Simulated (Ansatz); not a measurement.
# TaNH+ (triplet): wave-function methods side by side, def2-TZVPP

The task here is to estimate one member of a computed series from the others.

The runs use Ansatz 0.2.0, Gaussian basis; def2-TZVPP, core rule «outside noble gas», up to 5 orbitals frozen.

The runs, in order: UHF; ROHF; CCSD(T) on UHF.

2 further runs of the same task are left out: 2 set aside as unsound or not needed.

### The geometry

The geometry is a PBE0/def2-TZVP stationary point (not a proven minimum). No spin-orbit coupling is included. Elements past krypton take def2 core potentials.

3 atoms, charge 1, spin multiplicity 3.

Atoms are counted from 1 here; the program's logs count them from 0.

Bond lengths: Ta1–N2 1.709 Å, N2–H3 1.016 Å. Angles: Ta1–N2–H3 180.0°.

Set-up of the first run:

Input file in.yaml:

```yaml
crystal:
  periodic: [false, false, false]
  atoms:
    - {symbol: Ta, position_ang: [0.000000, 0.000000, 1.477728]}
    - {symbol: N, position_ang: [0.000000, 0.000000, -0.230873]}
    - {symbol: H, position_ang: [0.000000, 0.000000, -1.246855]}
basis:
  gaussian: {orbitals: def2-TZVPP}
total_charge: 1
magnetization: {spin_polarized: true, initial_magnetization: 2}
hamiltonian: {xc: hf}
output: {orbitals: {seedname: orbitals}}
```

The run is started by

```console
ansatz run in.yaml --threads 1 --pin off --events-out ev --progress --plain --max-ram 4096MiB --backend cpu
```

Steps of the session up to this table: UHF; ROHF; CCSD(T) on UHF.

One of the session's tables, all rows but one given; the rest of the session is left out.

| method | from UCCSD(T) (kJ/mol) |
| --- | --- |
| ROHF | +875.2 |
| UHF | +848.3 |
| UMP2 | +69.1 |
| UCCSD | ? |
| UCCSD(T) | 0 |

**Question.** Estimate the row for UCCSD.

As computed: from UCCSD(T) (kJ/mol): +50.2. In the column «from UCCSD(T) (kJ/mol)» it lies between UCCSD(T) (0) and UMP2 (+69.1).
